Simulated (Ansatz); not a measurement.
**C₂H₇Ge radical: a ladder of functionals and wavefunction methods**

An exercise on one series of results from a longer session: the logs are not shown, and one member is left open.

The runs use Ansatz 0.2.0, Gaussian basis; functionals in def2-TZVPP, the program's frozen cores in correlated methods.

Plan: LDA (SPW92), PBE-D4, revPBE-D4, BLYP-D4, r2SCAN-D4, B97M-V, PBE0-D4, B3LYP-D4, r2SCANh-D4, r2SCAN0-D4, HSE06-D4, BHLYP-D4, CAM-B3LYP-D4, LC-ωPBE, ωB97X-V, ωB97M-V, B2PLYP, PBE-QIDH; CCSD(T)/def2-SVP; CCSD(T)/def2-TZVPP; MP2/def2-QZVPP; extrapolation to the limit; RPA on PBE.

## The relaxed structure

An earlier PBE0-D4 in a triple-zeta def2 set relaxation fixed the geometry.

SMILES `[CH2][CH2][GeH3]`, 10 atoms, charge 0, spin multiplicity 2.

Atoms are counted from 1 here; the program's logs count them from 0.

Bond lengths: C1–C2 1.465 Å, C1–H4 1.082 Å, C1–H5 1.082 Å, C2–Ge3 1.989 Å, C2–H6 1.093 Å, C2–H7 1.093 Å, Ge3–H8 1.538 Å, Ge3–H9 1.538 Å, Ge3–H10 1.543 Å. Angles: C2–C1–H4 120.8°, C2–C1–H5 120.7°, H4–C1–H5 117.7°, C1–C2–Ge3 110.7°, C1–C2–H6 112.6°, C1–C2–H7 112.6°, Ge3–C2–H6 106.2°, Ge3–C2–H7 106.1°, H6–C2–H7 108.3°, C2–Ge3–H8 109.3°, C2–Ge3–H9 109.3°, C2–Ge3–H10 110.8°, H8–Ge3–H9 109.0°, H8–Ge3–H10 109.1°, H9–Ge3–H10 109.1°.

Set-up of the first run:

File in.yaml:

```yaml
crystal:
  periodic: [false, false, false]
  atoms:
    - {symbol: C, position_ang: [-0.793096, 0.468915, -1.252528]}
    - {symbol: C, position_ang: [-0.794349, 0.077521, 0.159237]}
    - {symbol: Ge, position_ang: [1.044096, -0.380569, 0.763931]}
    - {symbol: H, position_ang: [-0.851925, -0.277771, -2.033989]}
    - {symbol: H, position_ang: [-0.566475, 1.486307, -1.544541]}
    - {symbol: H, position_ang: [-1.406329, -0.808191, 0.348400]}
    - {symbol: H, position_ang: [-1.138895, 0.879983, 0.816688]}
    - {symbol: H, position_ang: [1.960261, 0.841154, 0.578081]}
    - {symbol: H, position_ang: [1.583857, -1.545609, -0.083297]}
    - {symbol: H, position_ang: [1.045856, -0.792841, 2.251020]}
basis:
  gaussian: {orbitals: def2-TZVPP}
magnetization: {spin_polarized: true, initial_magnetization: 1}
hamiltonian: {xc: lda}
output: {orbitals: {seedname: orbitals}}
```

Among the steps run: LDA; PBE-D4 (GGA); revPBE-D4 (GGA); BLYP-D4 (GGA); r2SCAN-D4 (meta-GGA); B97M-V (meta-GGA); PBE0-D4 (hybrid); B3LYP-D4 (hybrid); r2SCANh-D4 (hybrid); r2SCAN0-D4 (hybrid); HSE06-D4 (hybrid); BHLYP-D4 (hybrid); CAM-B3LYP-D4 (range-separated); LC-ωPBE-D4 (range-separated; the results give it without D4); ωB97X-V (range-separated); ωB97M-V (range-separated); B2PLYP (double hybrid); PBE-QIDH (double hybrid).

One table of the session follows, with a row left open; its other results are not shown here.

It belongs to the step «Orbital energies across the functionals». 

| functional | HOMO (eV) | gap (eV) |
| --- | --- | --- |
| LDA (SPW92) | -4.31 | 1.26 |
| PBE-D4 | -4.32 | 1.80 |
| revPBE-D4 | -4.29 | 1.91 |
| BLYP-D4 | -4.14 | 1.61 |
| r2SCAN-D4 | -4.72 | 2.86 |
| B97M-V | -4.56 | 2.33 |
| PBE0-D4 | -5.56 | 4.24 |
| B3LYP-D4 | -5.28 | 3.51 |
| r2SCANh-D4 | ? | ? |
| r2SCAN0-D4 | -5.87 | 4.99 |
| HSE06-D4 | -5.16 | 3.45 |
| BHLYP-D4 | -6.64 | 6.39 |
| CAM-B3LYP-D4 | -6.83 | 6.49 |
| LC-ωPBE | -8.28 | 9.41 |
| ωB97X-V | -7.73 | 8.37 |
| ωB97M-V | -7.54 | 8.01 |

Estimate the missing values for r2SCANh-D4.

Worked estimate for «HOMO (eV)». Against the share of exact exchange, r2SCAN-D4 (0, -4.72), r2SCAN0-D4 (0.25, -5.87) give a slope of -4.60 per unit share; at 0.1 the line stands at -5.18.

**Answer.** HOMO (eV): -5.18; gap (eV): 3.71. In «HOMO (eV)» the line misses by 0.00.
